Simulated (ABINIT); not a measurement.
Runs of ABINIT 10.8.3 (patched build) on Ta3AsAu2O13. The typed cell holds 19 atoms: a = 5.724 Å, b = 6.389 Å, c = 8.473 Å, α = 80.92°, β = 88.19°, γ = 78.31°. The cell was built by a generator and needn't be a form met in nature.

| task | level | potentials or basis | cutoff (eV) | fine-grid cutoff | gap on the mesh (eV) | pressure (GPa) | largest force (eV/Å) |
| --- | --- | --- | --- | --- | --- | --- | --- |
| real-space fields | PBE | Ansatz PAW PBE generated set soft_1, frozen core | 435 | 870.764 eV | 1.28 | -0.3 | 0.09 |
| single point | PBE | Ansatz PAW PBE generated set soft_1, frozen core | 435 | 870.764 eV | 1.28 | -0.3 | 0.09 |
| single point | LDA | Ansatz PAW PBE generated set soft_1, frozen core | 490 | 979.61 eV | 1.21 | (c) | 0.86 |
| single point | PBE | Ansatz PAW PBE generated set soft_1, frozen core | 490 | 979.61 eV | 1.28 | -0.1 | 0.08 |
| single point | PBEsol | Ansatz PAW PBE generated set soft_1, frozen core | 490 | 979.61 eV | 1.25 | -4.6 | (b) |
| single point | PBE | JTH PAW PBE v2.0 | 626 | 1224.51 eV | 1.24 | 0.7 | (a) |

Alike in all rows: no spin polarisation; cell as given; k mesh 2 × 2 × 2; smearing fermi-dirac 0.05 eV; the mesh is coarse, so values aren't converged.

Task: Fill in the values left out.

Result: (a) 0.26; (b) 0.46; (c) -8.5.

Caveats: all runs use coarse meshes; the atomic spheres overlap; spin-orbit coupling is left out, which moves the levels of the heavy elements; the PAW data sets were made with another functional, which shifts forces and pressure a little (some runs).

A k mesh can miss the band edges, and the runs leave out spin-orbit coupling on As, Au, Ta.

The runs don't all hold the same shells in valence.
